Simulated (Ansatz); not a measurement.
# F2GeH6Si2: how energies converge with the basis set

The task here is to estimate one member of a computed series from the others.

Program: Ansatz 0.2.0, Gaussian basis. Level of theory: one geometry, several basis sets. These are calculated values, not measurements.

Plan: PBE0-D4/def2-SVP; ωB97M-V/def2-SVP; PBE0-D4/def2-QZVPP; ωB97M-V/def2-QZVPP; the functionals' def2-TZVPP values are taken from earlier runs.

## The geometry

An earlier PBE0-D4 in a triple-zeta def2 set relaxation fixed the geometry.

11 atoms, charge 0, spin multiplicity 1.

Atoms are counted from 1 here; the program's logs count them from 0.

Bond lengths: F1–Ge2 1.745 Å, Ge2–F3 1.745 Å, Ge2–Si4 2.396 Å, Ge2–Si5 2.396 Å, Si4–H6 1.485 Å, Si4–H7 1.485 Å, Si4–H8 1.483 Å, Si5–H9 1.485 Å, Si5–H10 1.483 Å, Si5–H11 1.485 Å. Angles: F1–Ge2–F3 103.2°, F1–Ge2–Si4 106.7°, F1–Ge2–Si5 106.7°, F3–Ge2–Si4 106.7°, F3–Ge2–Si5 106.7°, Si4–Ge2–Si5 124.9°, Ge2–Si4–H6 108.4°, Ge2–Si4–H7 108.4°, Ge2–Si4–H8 109.0°, H6–Si4–H7 109.7°, H6–Si4–H8 110.7°, H7–Si4–H8 110.7°, Ge2–Si5–H9 108.4°, Ge2–Si5–H10 109.0°, Ge2–Si5–H11 108.4°, H9–Si5–H10 110.7°, H9–Si5–H11 109.7°, H10–Si5–H11 110.7°.

As a file:

```xyz
11
charge 0, multiplicity 1
F     0.5641   -2.1494   -0.5077
Ge    0.2042   -0.6445    0.2990
F     0.4313   -1.0326    1.9850
Si   -2.1388   -0.2438   -0.0056
Si    1.9475    0.8887   -0.2951
H    -2.5099    0.9731    0.7602
H    -2.3922   -0.0205   -1.4515
H    -2.8965   -1.4210    0.4830
H     1.7417    2.1491    0.4625
H     3.2579    0.2828    0.0429
H     1.8561    1.1611   -1.7519
```

The first run:

Input file in.yaml:

```yaml
crystal:
  periodic: [false, false, false]
  atoms:
    - {symbol: F, position_ang: [0.564050, -2.149425, -0.507742]}
    - {symbol: Ge, position_ang: [0.204174, -0.644539, 0.298968]}
    - {symbol: F, position_ang: [0.431275, -1.032554, 1.985039]}
    - {symbol: Si, position_ang: [-2.138817, -0.243781, -0.005575]}
    - {symbol: Si, position_ang: [1.947491, 0.888711, -0.295079]}
    - {symbol: H, position_ang: [-2.509872, 0.973078, 0.760184]}
    - {symbol: H, position_ang: [-2.392197, -0.020526, -1.451521]}
    - {symbol: H, position_ang: [-2.896541, -1.420987, 0.482988]}
    - {symbol: H, position_ang: [1.741705, 2.149072, 0.462508]}
    - {symbol: H, position_ang: [3.257938, 0.282785, 0.042915]}
    - {symbol: H, position_ang: [1.856093, 1.161066, -1.751886]}
basis:
  gaussian: {orbitals: def2-SVP}
hamiltonian: {xc: pbe0, dispersion: d4}
output: {orbitals: {seedname: orbitals}}
```

The run is started by

```
$ ansatz run in.yaml --threads 4 --pin off --events-out ev --progress --plain --max-ram 11315MiB
```

Among the steps run: PBE0-D4 in def2-SVP; ωB97M-V in def2-SVP; PBE0-D4 in def2-QZVPP; ωB97M-V in def2-QZVPP.

One of the session's tables, all rows but one given; the rest of the session is left out.

It belongs to the step «Functionals by basis». 

```
functional       basis  HOMO (eV)
   PBE0-D4    def2-SVP          ?
   PBE0-D4  def2-TZVPP      -8.02
   PBE0-D4  def2-QZVPP      -8.05
   ωB97M-V    def2-SVP      -9.92
   ωB97M-V  def2-TZVPP      -9.97
   ωB97M-V  def2-QZVPP     -10.00
```

Estimate the missing values for PBE0-D4, def2-SVP.

The run gave: HOMO (eV): -8.01. In the column «HOMO (eV)» it is the highest.
